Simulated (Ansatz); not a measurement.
# Mo2Br: a trial structure relaxed

The task: take a trial cell of Mo2Br to zero force and stress.

Method: DFT PBE, scalar-relativistic, plane waves, PAW, in Ansatz 0.2.0.

## Step 1: The system as given

The structure is cubic, space group Fd-3m (No. 227). The conventional cell has a = 8.140 Å, b = 8.140 Å, c = 8.140 Å, α = 90.00°, β = 90.00°, γ = 90.00°. Mo (site symmetry -3m) is surrounded by 6 Mo at 2.88 Å and 6 Br at 3.37 Å. Around Br (site symmetry -43m) lie 12 Mo at 3.37 Å.

Coordinates:

```
CELL_PARAMETERS angstrom
0.00000 4.06994 4.06994
4.06994 0.00000 4.06994
4.06994 4.06994 0.00000
ATOMIC_POSITIONS crystal
Mo 0.12500 0.62500 0.12500
Mo 0.12500 0.12500 0.62500
Mo 0.62500 0.12500 0.12500
Mo 0.12500 0.12500 0.12500
Br 0.75000 0.75000 0.75000
Br 0.50000 0.50000 0.50000
```

A structure generator made this guess: species swapped into a database cell of SrPt2 (Fd-3m, No. 227), with Br on the Sr sites and Mo on the Pt sites. Lengths come from tabulated atomic sizes and are only a guess.

## Step 2: Probe: one point on a coarse mesh

File input.yaml:

```yaml
crystal:
  lattice:
    - [0.0, 4.06994139, 4.06994139]
    - [4.06994139, 0.0, 4.06994139]
    - [4.06994139, 4.06994139, 0.0]
  atoms:
    - { symbol: Mo, position: [0.125, 0.625, 0.125], spin: 1.0 }
    - { symbol: Mo, position: [0.125, 0.125, 0.625], spin: 1.0 }
    - { symbol: Mo, position: [0.625, 0.125, 0.125], spin: 1.0 }
    - { symbol: Mo, position: [0.125, 0.125, 0.125], spin: 1.0 }
    - { symbol: Br, position: [0.75, 0.75, 0.75] }
    - { symbol: Br, position: [0.5, 0.5, 0.5] }
basis:
  ecutwfc: 420
kpoints:
  mp_grid: { grid: [4, 4, 4] }
hamiltonian:
  xc: pbe
scf:
  occupations: { method: gaussian, width: 0.1 }
  lower_state_search: "off"
output:
  forces: true
  stress: true
  eigenvalues: true
  populations: true
magnetization:
  spin_polarized: true
```

Launch:

```
$ ansatz run input.yaml --threads 1 --pin off --max-ram 2560MiB --backend cpu --events-out ev --progress --plain --runs-dir out
```

The session goes on with these runs: a loose first relaxation; full relaxation.

**Question.** What will these runs give? Wanted: conventional cell; volume; energy over the elements; gap on the mesh.

**Answer**, as computed:

| quantity | value |
| --- | --- |
| symmetry at the end (tolerance 0.05 Å) | space group Fd-3m (No. 227) |
| conventional cell | a = 7.629 Å, b = 7.629 Å, c = 7.629 Å, α = 90.00°, β = 90.00°, γ = 90.00° |
| volume | 18.50 Å³/atom |
| energy over the elements | +1.25 eV/atom |
| gap on the mesh | none (metal) |

The space group Fd-3m (No. 227) is kept, and the volume per atom shrinks by 17.7 % from the first guess. With a positive formation energy it can't be a ground state. No finished test with a distortion of lower symmetry is shown, so the end may be a saddle point. Other magnetic orders were not searched.
